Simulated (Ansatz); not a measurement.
# C2H6ClGaO: the cost of one run

Program: Ansatz 0.2.0. Level of theory: RHF/def2-SVP. These are calculated values, not measurements.

## (1) The system as given

Bond lengths: Ga1–O2 2.195 Å, O2–C3 1.400 Å, Ga1–C4 2.028 Å, Ga1–Cl6 2.102 Å, C3–H7 1.095 Å, C3–H8 1.096 Å, C3–H9 1.096 Å, C4–H10 1.088 Å, C4–H11 1.089 Å. Angles: Ga1–O2–C3 155.2°, O2–Ga1–C4 73.1°, O2–Ga1–Cl6 115.3°, C4–Ga1–Cl6 171.6°, O2–C3–H7 110.3°, O2–C3–H8 109.6°, O2–C3–H9 110.5°, H7–C3–H8 108.7°, H7–C3–H9 108.7°, H8–C3–H9 109.0°, Ga1–C4–H10 110.5°, Ga1–C4–H11 110.9°, H10–C4–H11 111.0°.

Structure file:

```xyz
11

Ga   -0.3116   -1.5246    0.8157
O     0.3739    0.1991   -0.3574
C     1.2136    0.8754   -1.2507
C    -1.5950   -0.0022    1.2011
H    -0.6790    0.5397    0.2993
Cl    0.8463   -3.2668    0.6108
H     2.1540    0.3279   -1.3758
H     1.4385    1.8744   -0.8602
H     0.7316    0.9749   -2.2304
H    -1.5658    0.2622    2.2561
H    -2.6064   -0.2601    0.8915
```

## (2) Pulling towards end A

Springs on the bonds that form and break draw the guess towards this end; the thresholds are loose.

input.yaml reads:

```yaml
crystal:
  periodic: [false, false, false]
  atoms:
    - { symbol: Ga, position_ang: [-0.3116, -1.5246, 0.8157] }
    - { symbol: O, position_ang: [0.3739, 0.1991, -0.3574] }
    - { symbol: C, position_ang: [1.2136, 0.8754, -1.2507] }
    - { symbol: C, position_ang: [-1.595, -0.0022, 1.2011] }
    - { symbol: H, position_ang: [-0.679, 0.5397, 0.2993] }
    - { symbol: Cl, position_ang: [0.8463, -3.2668, 0.6108] }
    - { symbol: H, position_ang: [2.154, 0.3279, -1.3758] }
    - { symbol: H, position_ang: [1.4385, 1.8744, -0.8602] }
    - { symbol: H, position_ang: [0.7316, 0.9749, -2.2304] }
    - { symbol: H, position_ang: [-1.5658, 0.2622, 2.2561] }
    - { symbol: H, position_ang: [-2.6064, -0.2601, 0.8915] }
basis:
  gaussian: { orbitals: def2-SVP }
hamiltonian:
  xc: hf
relax:
  f_tol: 0.15
  max_steps: 25
  restrain:
    - { distance: [4, 1], at: 2.27, k: 30.0 }
    - { distance: [0, 1], at: 1.88, k: 30.0 }
    - { distance: [4, 3], at: 1.07, k: 30.0 }
```

On the command line:

```sh
> ansatz run input.yaml --threads 2 --pin off --max-ram 3072MiB --backend cpu --events-out ev --progress --plain --runs-dir out
```

**Question.** How long does this run take on 2 threads of Intel Xeon 6975P-C (Granite Rapids), shared host, and how much memory does it need?

About 18 s, with a peak of 0.3 GiB.
